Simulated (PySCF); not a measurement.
# [Tb(NH2)2]+: other functionals and bases at one geometry

Aim: see how levels, charges and forces of [Tb(NH2)2]+ depend on the level of theory. It is a constructed species; whether it can be made isn't addressed.

Computed with PySCF 2.14.0. Level: several levels, as the steps say, no spin–orbit coupling.

1 further run of the same task is left out (for a known fault of the program).

## Step 1: The system as given

7 atoms, charge 1, spin multiplicity 1.

Bond lengths: Tb1–N2 2.081 Å, Tb1–H3 2.846 Å, Tb1–H4 2.789 Å, Tb1–N5 2.081 Å, Tb1–H6 2.789 Å, Tb1–H7 2.846 Å, N2–H3 1.022 Å, N2–H4 1.024 Å, N5–H6 1.024 Å, N5–H7 1.022 Å. Angles: N2–Tb1–H3 16.0°, N2–Tb1–H4 17.7°, N2–Tb1–N5 105.3°, N2–Tb1–H6 87.7°, N2–Tb1–H7 121.4°, H3–Tb1–H4 33.7°, H3–Tb1–N5 121.4°, H3–Tb1–H6 103.7°, H3–Tb1–H7 137.4°, H4–Tb1–N5 87.7°, H4–Tb1–H6 70.0°, H4–Tb1–H7 103.7°, N5–Tb1–H6 17.7°, N5–Tb1–H7 16.0°, H6–Tb1–H7 33.7°, Tb1–N2–H3 129.8°, Tb1–N2–H4 124.2°, H3–N2–H4 106.0° and more.

Coordinates:

```xyz
7

Tb    0.0000   -0.7899    0.0295
N     1.6550   -0.0334    1.0397
H     2.6517   -0.1616    0.8507
H     1.5996    0.5769    1.8597
N    -1.6550   -0.0334    1.0397
H    -1.5996    0.5769    1.8597
H    -2.6517   -0.1616    0.8507
```

Formal oxidation states: Tb +3. Each metal's 8 4f electrons lie in its core potential, so multiplicities, spins and levels count the valence alone. An earlier session relaxed this geometry at PBE0, Tb lcecp-1-SVP with ECP54, N def2-SVP, H def2-SVP (singlet, point group C2v).

At PBE0 on the finer grid: E = -148.011957 Eh, HOMO -11.63 eV, LUMO -6.64 eV, Mulliken charge on Tb1 +1.21 e, largest force component 0.016 eV/Å. 

Levels to run: CAM-B3LYP; PBE; PBE0, TZVP. Hardware: 2 threads of Intel Xeon Platinum 8259CL at 2.50GHz (Skylake/Cascade Lake), shared host.

## Step 2: CAM-B3LYP

run.py (the lines that set the calculation) reads:

```python
mol = gto.M(atom='''
Tb     0.00000    -0.78992     0.02949
N      1.65501    -0.03341     1.03968
H      2.65166    -0.16162     0.85066
H      1.59963     0.57694     1.85970
N     -1.65501    -0.03341     1.03968
H     -1.59963     0.57694     1.85970
H     -2.65166    -0.16162     0.85066''',
    basis={'Tb': 'lcecp-1-SVP', 'N': 'def2-SVP', 'H': 'def2-SVP'},
    ecp={'Tb': 'lcecp-1-SVP'},
    charge=1, spin=0)
mf = dft.RKS(mol, xc='CAMB3LYP')
mf.grids.atom_grid = (75, 302)  # f atoms: unpruned, at least (60, 302)
mf = mf.density_fit()  # fitting sets: Tb AutoAux, N def2-universal-JKFIT, H def2-universal-JKFIT
mf.conv_tol = 1e-08; mf.max_cycle = 55
mf.kernel(dm0)  # dm0: the density of the relaxed state
```

Run with:

```sh
$ OMP_NUM_THREADS=2 python run.py
```

## Step 3: PBE

Changes to run.py (the lines that set the calculation) since step 2:

```diff
@@ -11,3 +11,3 @@
     charge=1, spin=0)
-mf = dft.RKS(mol, xc='CAMB3LYP')
+mf = dft.RKS(mol, xc='PBE')
 mf.grids.atom_grid = (75, 302)  # f atoms: unpruned, at least (60, 302)
```

## Step 4: PBE0, TZVP

Basis: Tb lcecp-1-TZVP with ECP54, N def2-TZVP, H def2-TZVP. 

run.py (the lines that set the calculation) reads:

```python
mol = gto.M(atom='''
Tb     0.00000    -0.78992     0.02949
N      1.65501    -0.03341     1.03968
H      2.65166    -0.16162     0.85066
H      1.59963     0.57694     1.85970
N     -1.65501    -0.03341     1.03968
H     -1.59963     0.57694     1.85970
H     -2.65166    -0.16162     0.85066''',
    basis={'Tb': 'lcecp-1-TZVP', 'N': 'def2-TZVP', 'H': 'def2-TZVP'},
    ecp={'Tb': 'lcecp-1-TZVP'},
    charge=1, spin=0)
mf = dft.RKS(mol, xc='PBE0')
mf.grids.atom_grid = (75, 302)  # f atoms: unpruned, at least (60, 302)
mf = mf.density_fit()  # fitting sets: Tb AutoAux, N def2-universal-JKFIT, H def2-universal-JKFIT
mf.conv_tol = 1e-08; mf.max_cycle = 55
mf.kernel(dm0)  # dm0: free metal ions and neutral atoms
```

**Question.** What will these runs give? Wanted: for each run, HOMO; gap; charge on Tb1; dipole; largest force.

The runs gave:

| level | state | HOMO (eV) | gap (eV) | charge on Tb1 (e) | dipole (D) | largest force (eV/Å) | basis functions | time |
| --- | --- | --- | --- | --- | --- | --- | --- | --- |
| PBE0 (relaxed here) | singlet | -11.63 | 4.99 | 1.21 | 2.82 | 0.02 | 81 | 14 s |
| CAM-B3LYP | singlet | -12.99 | 7.01 | 1.21 | 3.03 | 0.11 | 81 | 7.7 s |
| PBE | singlet | -10.38 | 3.02 | 1.07 | 2.33 | 0.38 | 81 | 7 s |
| PBE0, TZVP | singlet | -11.66 | 5.01 | 1.63 | 3.09 | 0.30 | 133 | 16 s |

Times are on 2 threads of Intel Xeon Platinum 8259CL at 2.50GHz (Skylake/Cascade Lake), shared host; the first row also made further properties. The dipole of a charged species depends on the origin, so these sizes hold for this origin alone.

In one basis the HOMO–LUMO gap runs from 3.02 eV (PBE) to 7.01 eV (CAM-B3LYP). The largest leftover force, 0.38 eV/Å with PBE, stands at a geometry relaxed at another level. The Mulliken charge on Tb spans +1.07 to +1.63 e over the levels. With 4f in the core, its levels are missing from HOMO and gap. Total energies of different levels can't be compared. Spin–orbit coupling is left out throughout.
